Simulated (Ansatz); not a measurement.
**CH7NOSi (SMILES CO[SiH2]N) at revPBE/cc-pVDZ**

What is the vertical singlet–triplet gap of CH7NOSi at revPBE/cc-pVDZ? 

The results are computed with Ansatz 0.2.0.

123 further runs of the same task are left out: 123 set aside as unsound or not needed.

## Step 1: The molecule

CH7NOSi: 11 atoms, total charge 0, spin state singlet. SMILES: `CO[SiH2]N`. The coordinates come from a PBE0-D4/def2-TZVP relaxation. This is one conformer, not always the lowest.

Bond lengths: C1–O2 1.407 Å, O2–Si3 1.648 Å, Si3–N4 1.701 Å, C1–H5 1.097 Å, C1–H6 1.091 Å, C1–H7 1.097 Å, Si3–H8 1.488 Å, Si3–H9 1.488 Å, N4–H10 1.007 Å, N4–H11 1.007 Å. Some angles: C1–O2–Si3 122.1°, O2–Si3–N4 112.5°, O2–C1–H5 111.7°, O2–C1–H6 108.5°, O2–C1–H7 111.7°, O2–Si3–H8 108.4°, O2–Si3–H9 108.6°, N4–Si3–H8 108.4°, N4–Si3–H9 108.2°, Si3–N4–H10 120.7°.

## Step 2: A single-point energy at revPBE/cc-pVDZ

File job.yaml:

```yaml
crystal:
  periodic: [false, false, false]
  atoms:
    - {symbol: C, position_ang: [-0.655300, 1.711900, 0.500200]}
    - {symbol: O, position_ang: [-0.610600, 0.508700, -0.227100]}
    - {symbol: Si, position_ang: [0.533800, -0.642700, 0.054300]}
    - {symbol: "N", position_ang: [0.344700, -2.006900, -0.943700]}
    - {symbol: H, position_ang: [0.258400, 2.302900, 0.362300]}
    - {symbol: H, position_ang: [-1.501500, 2.301200, 0.142400]}
    - {symbol: H, position_ang: [-0.790700, 1.531800, 1.573800]}
    - {symbol: H, position_ang: [0.421900, -1.079900, 1.472300]}
    - {symbol: H, position_ang: [1.874600, -0.055000, -0.212100]}
    - {symbol: H, position_ang: [-0.403400, -2.661100, -0.783300]}
    - {symbol: H, position_ang: [0.593600, -1.968000, -1.918400]}
basis:
  gaussian:
    orbitals: cc-pVDZ
magnetization:
  spin_polarized: false
hamiltonian:
  xc: {name: revPBE}
accuracy: high
output: {orbitals: {seedname: orbitals}}
```

Started as:

```bash
$ ansatz run job.yaml --threads 1 --pin off --max-ram 3480MiB --events-out events.jsonl --progress --plain --runs-dir runs
```

Log:

```text
Warning: RAYON_NUM_THREADS=1 ignored (pool sized by the plan → 1); use --threads N
Functional definition: revPBE
  name "revPBE"
  parameter kappa = 1.245
  parameter beta = 0.06672455060314922
  exchange = pbe_x(kappa = kappa, mu = beta*pi^2/3)
  correlation = pbe_c(beta = beta)
2294 factors; integrals over basis functions are off by at most 6.4e-9 eV
mean field evaluation 1: about -12552.3843 eV, gradient 7.4e1 eV
mean field evaluation 2: about -12522.2850 eV, gradient 1.3e2 eV
mean field evaluation 4: about -12563.4237 eV, gradient 1.1e1 eV
mean field evaluation 8: about -12563.6486 eV, gradient 1.6e-1 eV
mean field evaluation 16: about -12563.6487 eV, gradient 5.8e-6 eV
mean field -12563.64871527 eV, -461.7055743392 hartree, gradient 1.6e-8 eV, S^2 0.000000; 0 other end points of the search recorded, 0 dependent functions left out
reference -12563.64871981 eV, -461.7055745059 hartree; 21, 21 occupied and 74, 74 virtual orbitals, 2294 factors
Total energy: -12563.64871981 eV, -461.7055745059 hartree
```

Wall time 6.9 s (1 thread of Arm Neoverse V2, shared host); peak memory 0.26 GiB.

## Step 3: The triplet

File input.yaml:

```yaml
crystal:
  periodic: [false, false, false]
  atoms:
    - {symbol: C, position_ang: [-0.655300, 1.711900, 0.500200]}
    - {symbol: O, position_ang: [-0.610600, 0.508700, -0.227100]}
    - {symbol: Si, position_ang: [0.533800, -0.642700, 0.054300]}
    - {symbol: "N", position_ang: [0.344700, -2.006900, -0.943700]}
    - {symbol: H, position_ang: [0.258400, 2.302900, 0.362300]}
    - {symbol: H, position_ang: [-1.501500, 2.301200, 0.142400]}
    - {symbol: H, position_ang: [-0.790700, 1.531800, 1.573800]}
    - {symbol: H, position_ang: [0.421900, -1.079900, 1.472300]}
    - {symbol: H, position_ang: [1.874600, -0.055000, -0.212100]}
    - {symbol: H, position_ang: [-0.403400, -2.661100, -0.783300]}
    - {symbol: H, position_ang: [0.593600, -1.968000, -1.918400]}
basis:
  gaussian: {orbitals: cc-pVDZ}
magnetization: {spin_polarized: true, initial_magnetization: 2}
hamiltonian: {xc: {name: revPBE}}
accuracy: high
output: {orbitals: {seedname: orbitals}}
```

Started as:

```bash
$ ansatz run input.yaml --threads 1 --pin off --max-ram 3480MiB --events-out events.jsonl --progress --plain --runs-dir runs
```

Log:

```text
Warning: RAYON_NUM_THREADS=1 ignored (pool sized by the plan → 1); use --threads N
[... 6 set-up lines as earlier in the session ...]
2294 factors; integrals over basis functions are off by at most 6.4e-9 eV
mean field evaluation 1: about -12542.8935 eV, gradient 5.5e1 eV
mean field evaluation 2: about -12491.1852 eV, gradient 1.1e2 eV
mean field evaluation 4: about -12546.4126 eV, gradient 4.1e1 eV
mean field evaluation 8: about -12556.6921 eV, gradient 7.3e0 eV
mean field evaluation 16: about -12557.0842 eV, gradient 9.2e-1 eV
mean field evaluation 32: about -12552.9535 eV, gradient 1.7e1 eV
mean field evaluation 64: about -12555.9783 eV, gradient 5.0e0 eV
mean field evaluation 96: about -12556.8169 eV, gradient 9.9e-1 eV
mean field -12557.10230768 eV, -461.4649982978 hartree, gradient 1.1e-8 eV, S^2 2.003451; 8 other end points of the search recorded, 0 dependent functions left out
reference -12557.10231281 eV, -461.4649984860 hartree; 22, 20 occupied and 73, 75 virtual orbitals, 2294 factors
Total energy: -12557.10231281 eV, -461.4649984860 hartree
```

Wall time 33 s (1 thread of Arm Neoverse V2, shared host); peak memory 0.36 GiB.

## Step 4: Summary of results

At revPBE/cc-pVDZ:

| quantity | value |
| --- | --- |
| singlet: total energy | -461.70557 Eh |
| singlet: HOMO energy | -5.95 eV |
| singlet: LUMO energy | 0.68 eV |
| singlet: HOMO–LUMO gap | 6.63 eV |
| triplet: total energy | -461.46500 Eh |
| triplet: HOMO energy (highest over α and β) | -0.39 eV |
| triplet: ⟨S²⟩ | 2.003 |
| vertical energy of the triplet above the singlet | 6.546 eV |

At this shape the triplet lies 6.55 eV (151 kcal/mol) above the singlet.
